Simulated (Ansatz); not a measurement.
This script drives Ansatz's Python interface.

Input file `fe2ge.vasp`:
```text
Fe2Ge
1.0
   4.16363408    0.00000000    0.00000000
  -2.08181704    3.60581289    0.00000000
   0.00000000    0.00000000    2.62646600
Fe Ge
2 1
Direct
   0.66666667    0.33333333    0.50000000
   0.33333333    0.66666667    0.50000000
   0.00000000    0.00000000    0.00000000
```

The script, `fe2ge.py`:
```python
import warnings

import ansatz as az
from ase.io import read
from tabulate import tabulate

XC = "r2scan"
DISPERSION = "d3bjatm"
MESH = (9, 9, 13)
SMEARING = "gaussian"

warnings.simplefilter("ignore", az.DeckWarning)

atoms = read("fe2ge.vasp", format="vasp")
crystal = az.Crystal.from_ase(atoms).moments(Fe=4.5)

job = crystal.calculation()
job = job.functional(XC, dispersion=DISPERSION)
job = job.kpoints(*MESH, center="gamma")
job = job.occupations(SMEARING).spin(az.SpinTreatment.COLLINEAR)
job = job.band_table()
typed = job.input()
rows = []
for value in [0.0001, 1e-06, 1e-08]:
    edited = typed.set(az.key.scf.convergence.dr2_threshold, value)
    summary = az.Session.from_dict(edited).plan().execute().report
    rows.append((value, summary["free_energy_ev"], summary["n_iterations"], len(summary["eigenvalues_ev"][0]) if "eigenvalues_ev" in summary else 0))
print(tabulate(rows, headers=["threshold eV", "F eV", "iterations", "bands listed"], floatfmt=".4f", tablefmt="github"))
```

It is started by `python fe2ge.py`. How long does it take on 1 thread of Arm Neoverse V1 (shared host), and how much memory does it need?

It took about 7.6 min, with a peak of 1.1 GiB, for 3 runs of the engine.

`python fe2ge.py` gives:
```text
|   threshold eV |        F eV |   iterations |   bands listed |
|----------------|-------------|--------------|----------------|
|         0.0001 | -13274.3966 |           11 |             33 |
|         0.0000 | -13274.3966 |           13 |             33 |
|         0.0000 | -13274.3966 |           16 |             33 |
```

Caveats:
- Absolute energies stand on the zero of these potentials, so only differences at equal settings mean something. A total without «per atom» is that of the whole cell that was run.
- Other magnetic orders than the one started from may lie lower.
- Dispersion corrections can be off by several per cent in the lattices of metals, and by several GPa in the pressure at a fixed cell.
- r2SCAN tends to overestimate the moments of itinerant magnets.
- This cell is a computed structure, which may not be the phase found in nature.
